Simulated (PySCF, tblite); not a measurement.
# C₅H₅O₂ radical: geometry, infrared bands and EPR parameters

Wanted: the infrared bands and EPR parameters of C₅H₅O₂ radical (`CC1=COC(=O)[CH]1`), by calculation.

Programs: tblite 0.8.0 and PySCF 2.14.0, with density-fitted response routines of our own. Each step states its level of theory. These are calculated values for one molecule in the gas phase, unless marked as measured. Atoms are numbered from 0 throughout.

## Step 1: The molecule as given

12 atoms, charge 0, multiplicity 2; geometry from: force field or distance geometry start.

Bonds of the start (Å): C0–C1 1.47, C1–C2 1.32, C2–O3 1.39, O3–C4 1.40, C4–O5 1.21, C4–C6 1.46, C6–C1 1.42, C0–H7 1.10, C0–H8 1.10, C0–H9 1.09, C2–H10 1.09, C6–H11 1.08.

## Step 2: Geometry optimisation with GFN2-xTB

What the job is given:

```
{"job": {"kind": "relax", "xc": "GFN2-xTB", "basis": "xTB"}, "charge": 0, "multiplicity": 2}
C     -1.742000    -0.232600     0.132500
C     -0.317100     0.061300    -0.063000
C      0.304200     0.995400    -0.762600
O      1.690800     1.005200    -0.739900
C      2.009900    -0.062700     0.100900
O      3.122300    -0.431600     0.403300
C      0.751400    -0.669300     0.531400
H     -2.366500     0.481000    -0.422300
H     -2.020800    -0.157600     1.191500
H     -1.996200    -1.240300    -0.210600
H     -0.134500     1.775600    -1.378700
H      0.699600    -1.525100     1.191500
```

Started as:

```bash
> OMP_NUM_THREADS=1 python probes_run.py task.json out
```

The driver reads the jobs from task.json and runs them one after another.

Standard output:

```text
step      E/eV     max force
  0    -580.48260    4.245
  1    -580.67854    1.614
  2    -580.72596    0.554
  3    -580.74183    0.361
  4    -580.75093    0.257
  5    -580.75693    0.222
  6    -580.75957    0.196
  7    -580.76148    0.144
  8    -580.76272    0.088
  9    -580.76347    0.059
 10    -580.76381    0.049
 11    -580.76411    0.050
 12    -580.76443    0.053
 13    -580.76471    0.060
 14    -580.76495    0.056
 15    -580.76516    0.045
 16    -580.76535    0.040
 17    -580.76551    0.042
 18    -580.76566    0.041
 19    -580.76581    0.033
 20    -580.76594    0.026
 21    -580.76602    0.023
 22    -580.76605    0.014
 23    -580.76607    0.012
 24    -580.76608    0.008
```

It took 0.08 s on 1 thread of Arm Neoverse V2, shared host.

Along the way:

```
step  energy from step 0 (eV)  largest force (eV/Å)
   0                   0.0000                4.2454
   1                  -0.1959                1.6137
   2                  -0.2434                0.5536
   3                  -0.2592                0.3607
   4                  -0.2683                0.2573
   5                  -0.2743                0.2219
   6                  -0.2770                0.1960
   7                  -0.2789                0.1438
   8                  -0.2801                0.0877
   9                  -0.2809                0.0587
  10                  -0.2812                0.0495
  11                  -0.2815                0.0503
  12                  -0.2818                0.0530
  13                  -0.2821                0.0603
  14                  -0.2823                0.0557
  15                  -0.2826                0.0446
  16                  -0.2827                0.0404
  17                  -0.2829                0.0422
  18                  -0.2831                0.0409
  19                  -0.2832                0.0332
  20                  -0.2833                0.0265
  21                  -0.2834                0.0228
  22                  -0.2834                0.0144
  23                  -0.2835                0.0116
  24                  -0.2835                0.0078
```

Close pairs (by a distance rule), those that changed most:

```csv
bond,before (Å),after (Å),change (Å)
C1–C2,1.322,1.391,+0.069
C2–O3,1.387,1.328,-0.059
C1–C6,1.424,1.386,-0.038
C4–C6,1.462,1.438,-0.024
C0–C1,1.468,1.487,+0.019
O3–C4,1.396,1.410,+0.014
C0–H7,1.099,1.086,-0.012
C2–H10,1.087,1.075,-0.012
```

The next job starts from the end point, and lists it.

## Step 3: Harmonic vibrations with GFN2-xTB

What the job is given:

```
{"job": {"kind": "ir", "xc": "GFN2-xTB", "basis": "xTB"}, "charge": 0, "multiplicity": 2}
C     -1.748736    -0.222368     0.129186
C     -0.288409     0.013329    -0.018994
C      0.308519     1.014306    -0.778997
O      1.634713     0.976696    -0.719345
C      1.988834    -0.099229     0.120828
O      3.145315    -0.358357     0.349074
C      0.754981    -0.696925     0.553794
H     -2.313635     0.506713    -0.444542
H     -2.036455    -0.150253     1.176386
H     -2.004409    -1.221947    -0.217346
H     -0.140944     1.781424    -1.382433
H      0.701424    -1.544077     1.206362
```

Standard output:

```text
mode    cm-1     km/mol
  1     -19.9      0.35
  2     174.7      2.61
  3     282.8      0.51
  4     320.5      0.16
  5     491.1      5.74
  6     522.7     11.12
  7     597.2      0.59
  8     652.8      8.10
  9     694.7      1.58
 10     726.2     22.61
 11     771.1     18.18
 12     825.8     48.21
 13     986.4     11.40
 14    1004.5      3.10
 15    1031.3      8.53
 16    1053.6      5.04
 17    1135.8     14.57
 18    1160.4      0.63
 19    1278.7    150.76
 20    1374.0     31.16
 21    1400.3     17.50
 22    1465.9      6.59
 23    1474.0      8.58
 24    1545.7     45.92
 25    1722.5    402.42
 26    3021.9     12.21
 27    3033.8     11.83
 28    3057.9     15.37
 29    3141.0      1.15
 30    3189.4      1.47
```

Wall time 0.2 s (1 thread of Arm Neoverse V2, shared host).

The strongest bands and the atoms that carry them (share of the mass-weighted mode):

| cm⁻¹ | km/mol | atoms |
| --- | --- | --- |
| 726 | 22.6 | H10 55 %, C2 22 % |
| 771 | 18.2 | H11 54 %, C6 22 % |
| 826 | 48.2 | O3 55 %, C4 20 % |
| 1279 | 150.8 | C2 32 %, O3 25 %, C1 13 % |
| 1374 | 31.2 | C1 47 %, C2 22 %, C6 17 % |
| 1400 | 17.5 | H9 28 %, H8 28 %, H7 23 %, C0 18 % |
| 1546 | 45.9 | C1 56 %, C6 18 %, C2 15 % |
| 1722 | 402.4 | C4 65 %, O5 33 % |

## Step 4: EPR parameters: B3LYP/pcH-1

The job, as its differences from that of step 3:

```diff
@@ -1,2 +1,2 @@
-{"job": {"kind": "ir", "xc": "GFN2-xTB", "basis": "xTB"}, "charge": 0, "multiplicity": 2}
+{"job": {"kind": "epr", "basis": "pcH-1"}, "charge": 0, "multiplicity": 2}
 C     -1.748736    -0.222368     0.129186
```

With the program's defaults for keys left out, this is: UKS B3LYP, pcH-1 on C H O, non-relativistic, mean-field spin-orbit, GIAO.

Standard output:

```text
UKS, coarse grid
  cycle   1  E = -343.79162694  |g| = 6.88e-01
  cycle   2  E = -343.12177095  |g| = 1.46e+00
  cycle   3  E = -343.95097397  |g| = 2.30e-01
  cycle   4  E = -343.97080522  |g| = 1.01e-01
  cycle   5  E = -343.97389223  |g| = 3.85e-02
  cycle   6  E = -343.97454671  |g| = 1.39e-02
  cycle   7  E = -343.97466386  |g| = 6.51e-03
  cycle   8  E = -343.97470693  |g| = 2.49e-03
  cycle   9  E = -343.97471390  |g| = 1.25e-03
  cycle  10  E = -343.97471494  |g| = 3.02e-04
UKS, final grid
  cycle   1  E = -343.97470657  |g| = 4.56e-04
  cycle   2  E = -343.97470636  |g| = 8.30e-04
  cycle   3  E = -343.97470668  |g| = 5.64e-05
  cycle   4  E = -343.97470668  |g| = 3.20e-05
  cycle   5  E = -343.97470668  |g| = 2.21e-05
E = -343.97470668 Eh   <S^2> = 0.7672 (exact 0.7500)
g shifts (ppm)      1          2          3
  rmc          -200       -200       -200
  gc             -7         36         45
  oz_so           3       1975       2661
  total        -204       1812       2506
hyperfine (MHz)  atom isotope    a_iso     a_fc   dipolar eigenvalues
    0   13C       0.96       0.96     -0.78     -0.20      0.98
    1   13C     -27.84     -27.84    -11.13      5.31      5.82
    2   13C      44.16      44.16    -43.53    -41.49     85.02
    3   17O       0.14       0.14    -13.66      6.45      7.21
    4   13C     -24.77     -24.77     -2.36     -0.82      3.17
    5   17O     -19.33     -19.33    -86.07     42.49     43.58
    6   13C      29.56      29.56    -31.99    -30.70     62.68
    7    1H      -1.42      -1.42     -1.90     -1.83      3.72
    8    1H      -4.42      -4.42     -1.60     -0.92      2.52
    9    1H      -4.44      -4.44     -1.61     -0.92      2.52
   10    1H     -37.10     -37.10    -20.71     -1.13     21.85
   11    1H     -27.42     -27.42    -15.40     -1.47     16.87
```

Run time: 36 s. Hardware: 1 thread of Arm Neoverse V2, shared host; peak memory 0.88 GiB.

Principal g values 2.00212, 2.00413, 2.00483; g(iso) = 2.00369, against 2.00232 for a free electron.

Mean a(iso) over the nuclei that a row names, and the largest dipolar term of the row (other rows stand at the frozen geometry):

```
    nuclei  isotope  a(iso) (MHz)  a(iso) (G, at g = 2.0023)  largest dipolar term (MHz)
        C2      13C          44.2                       15.8                        85.0
       H10       1H         -37.1                      -13.2                        21.8
        C6      13C          29.6                       10.5                        62.7
        C1      13C         -27.8                       -9.9                       -11.1
       H11       1H         -27.4                       -9.8                        16.9
        C4      13C         -24.8                       -8.8                         3.2
        O5      17O         -19.3                       -6.9                       -86.1
H7, H8, H9       1H          -3.4                       -1.2                         3.7
        C0      13C           1.0                        0.3                         1.0
        O3      17O           0.1                        0.0                       -13.7
```

Mulliken spin populations:

```
atom  value (e)
  C0       0.01
  C1      -0.13
  C2       0.49
  O3       0.01
  C4      -0.02
  O5       0.27
  C6       0.41
  H7       0.00
  H8       0.00
  H9       0.00
 H10      -0.02
 H11      -0.02
```

In first order the couplings over 0.8 MHz of 1H give 16 distinct lines over 26.7 G, if the averaged nuclei exchange fast.

Orbitals, density, ELF and potential are computed afterwards from the orbital file.

ELF in a plane through or near 10 of the atoms.

Ten even steps from ' ' (0.00) to '@' (1.00):
```
                                                        
                                                        
                                                        
                      ..--..                            
                    ++@@@@@@++                          
          ....      ##@@@@@@##                          
        --**##++..  ==@@@@@@++    ......                
      ..++%%%%%%--..==**==**--  ..--==--..              
      --##%%--++##==@@--==####==++==++++::..            
      ==%%%%--**++%%**##++%%::++@@..--==::..            
      --**%%**==--++++  ..++..==%%++%%@@%%##..          
      ..----    --####++==##%%++::**@@@@@@@@==          
              ::%%++::%%--**==::  ::@@@@@@@@==          
            ..==%%@@##==++##@@##    ==%%%%**            
              ..==++::  **@@@@@@**                      
                  ..    ++@@@@@@##                      
                        ::##%%**..                      
                                                        
                                                        
                                                        
```
The map spans 11.5 Å across and 9.7 Å up, centred on the molecule. Atoms in the plane (x, y in Å): C0 (1.8, 0.2), C1 (0.3, 0.0), C2 (-0.3, -1.3), O3 (-1.7, -1.2), C4 (-2.0, 0.2), O5 (-3.1, 0.6), C6 (-0.7, 0.9), H7 (2.3, -0.7), H10 (0.1, -2.3), H11 (-0.7, 2.0).

On the surface of density 0.002 e/bohr³ the electrostatic potential runs, from the 1st to the 99th percentile, from -1.80 V near O5 to 1.58 V near H10.

The spin density lies nearest to C2 30 %; C6 24 %; O5 21 %; C1 6 % (beta excess).

## Step 5: Results

| quantity | value |
| --- | --- |
| strongest single infrared mode (GFN2-xTB) | 1722 cm⁻¹, 402 km/mol |
| zero-point energy (GFN2-xTB) | 54.5 kcal/mol |
| g(iso) (B3LYP) | 2.00369 |
| ⟨S²⟩ | 0.767 (exact 0.75) |
| largest a(iso) (averaged by class) | 13C on C2, 44.2 MHz |
| surface potential, 1st and 99th percentile | -1.80 V and 1.58 V |

What this shows: Relaxing lowered the energy by 0.283 eV in 24 steps; the close pair that moved most is C1–C2, from 1.322 to 1.391 Å. The lowest mode is slightly imaginary (20i cm⁻¹), a soft motion within the noise of the Hessian, so the minimum is not strictly shown. The strongest single mode, at 1722 cm⁻¹, moves mainly C4 and O5. Unscaled tight-binding wavenumbers are off by several per cent, some by more. Its intensities can rank the bands wrongly. The largest spin populations lie on C2 (0.49 e), C6 (0.41 e). The isotropic g lies 1.4 ppt above the free-electron value.
